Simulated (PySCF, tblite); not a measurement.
**CH13BOSi5: geometry, infrared bands and NMR shifts**

Wanted: the infrared bands and NMR shifts of CH13BOSi5 (`[SiH3]C[Si@@H]1B[SiH2]O[SiH2][SiH2]1`), by calculation.

The runs use tblite 0.8.0 and PySCF 2.14.0, with density-fitted response routines of our own; the level of theory stands in each step. All values are computed, except where a source is named. Atoms count from 0, in the outputs and in this text.

### Step 1. The starting structure

21 atoms, charge 0, multiplicity 1; geometry from: force field or distance geometry start.

Bonds of the start (Å): Si0–C1 1.87, C1–Si2 1.87, Si2–B3 1.94, B3–Si4 1.94, Si4–O5 1.73, O5–Si6 1.73, Si6–Si7 2.25, Si7–Si2 2.24, Si0–H8 1.47, Si0–H9 1.47, Si0–H10 1.46, C1–H11 1.10, C1–H12 1.12, Si2–H13 1.46, B3–H14 1.19, Si4–H15 1.47, Si4–H16 1.48, Si6–H17 1.47, Si6–H18 1.47, Si7–H19 1.47, Si7–H20 1.47.

### Step 2. Relaxing the molecule with GFN2-xTB

What the job is given:

```
{"job": {"kind": "relax", "xc": "GFN2-xTB", "basis": "xTB"}, "charge": 0, "multiplicity": 1}
Si     3.131200     0.221700    -0.481900
C      1.567600    -0.804400    -0.360900
Si     0.527900    -0.219700     1.077600
B     -0.965900    -1.434900     1.276000
Si    -2.374000    -1.425700    -0.052800
O     -3.162500     0.114200    -0.104600
Si    -2.076200     1.238200    -0.853400
Si    -0.409100     1.744600     0.563300
H      3.969500    -0.303500    -1.564700
H      2.767100     1.619500    -0.772300
H      3.861000     0.158300     0.785500
H      0.991100    -0.737800    -1.293800
H      1.852500    -1.865400    -0.167800
H      1.322800    -0.138800     2.302700
H     -1.076700    -2.088400     2.263000
H     -3.368800    -2.444500     0.313100
H     -1.812000    -1.768700    -1.373200
H     -1.524200     0.678500    -2.097400
H     -2.811100     2.470400    -1.166300
H      0.560100     2.644600    -0.069100
H     -0.979200     2.358700     1.776400
```

On the command line:

```bash
OMP_NUM_THREADS=1 python probes_run.py task.json out
```

The driver reads the jobs from task.json and runs them one after another.

**Question.** This job is followed by: GFN2-xTB harmonic vibrations, gas phase; GIAO PBE0/pcSseg-1 NMR shielding, non-relativistic, gas phase. Predict these results of the whole session: strongest single infrared mode (GFN2-xTB); zero-point energy (GFN2-xTB); ¹³C shifts against TMS (PBE0/pcSseg-1); ¹H shifts against TMS (PBE0/pcSseg-1, means over atoms taken as alike); ²⁹Si shifts against TMS (PBE0/pcSseg-1); ¹¹B shifts against BF3·OEt2 (PBE0/pcSseg-1); ¹⁷O shifts against H2O (PBE0/pcSseg-1).

The runs gave:

| quantity | value |
| --- | --- |
| strongest single infrared mode (GFN2-xTB) | 2175 cm⁻¹, 698 km/mol |
| zero-point energy (GFN2-xTB) | 78.0 kcal/mol |
| ¹³C shifts against TMS (PBE0/pcSseg-1) | -12.4 ppm |
| ¹H shifts against TMS (PBE0/pcSseg-1, means over atoms taken as alike) | 13.22, 5.87, 5.63, 5.57, 5.51, 4.94, 4.14, 3.97, 3.62, 0.36, 0.29 ppm |
| ²⁹Si shifts against TMS (PBE0/pcSseg-1) | -32.6, -33.0, -53.2, -72.2, -96.4 ppm |
| ¹¹B shifts against BF3·OEt2 (PBE0/pcSseg-1) | 134.2 ppm |
| ¹⁷O shifts against H2O (PBE0/pcSseg-1) | 10.6 ppm |

Relaxing lowered the energy by 1.157 eV in 137 steps; the close pair that moved most is Si2–Si7, from 2.236 to 2.382 Å. No mode is imaginary among the 57: a minimum at this level. GFN2-xTB is a fitted tight-binding method: band positions and strengths are rough. Its intensities can rank the bands wrongly. At PBE0/pcSseg-1: The widest tensor belongs to B3: span 338 ppm, with a paramagnetic part of -239 ppm.
